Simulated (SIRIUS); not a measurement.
# WS: equation of state with PBE

The system is WS.

```
CELL_PARAMETERS angstrom
3.00789 0.00000 0.00000
0.00000 3.00789 0.00000
0.00000 0.00000 3.00789
ATOMIC_POSITIONS crystal
W 0.50000 0.50000 0.50000
S 0.00000 0.00000 0.00000
```

The cell was built by a generator and needn't be a form met in nature.

- Program: SIRIUS 7.10.0
- Task: equation of state
- Functional: PBE
- Potentials or basis: PseudoDojo 0.4.1 PBE standard (scalar relativistic)
- Cutoff: 1030 eV
- Density cutoff: 4119 eV
- k mesh: 9 × 9 × 9
- Occupations: fermi-dirac, width 0.05 eV
- Spin: no spin polarisation

```json
{
 "Equilibrium volume": "13.64 Å³/atom",
 "Bulk modulus": "242 GPa",
 "Pressure derivative of the bulk modulus": "4.7"
}
```

Energy against volume, from the lowest point:
```
volume (Å³/atom)  energy (meV/atom)
          12.790              44.75
          13.063              19.77
          13.335               5.22
          13.607               0.00
          13.879               3.10
          14.151              13.64
          14.423              30.81
```

All runs of the series together: 3.2 min on 1 thread of Arm Neoverse V1, on a shared host.

Spin-orbit coupling is left out, which matters for the levels of W.
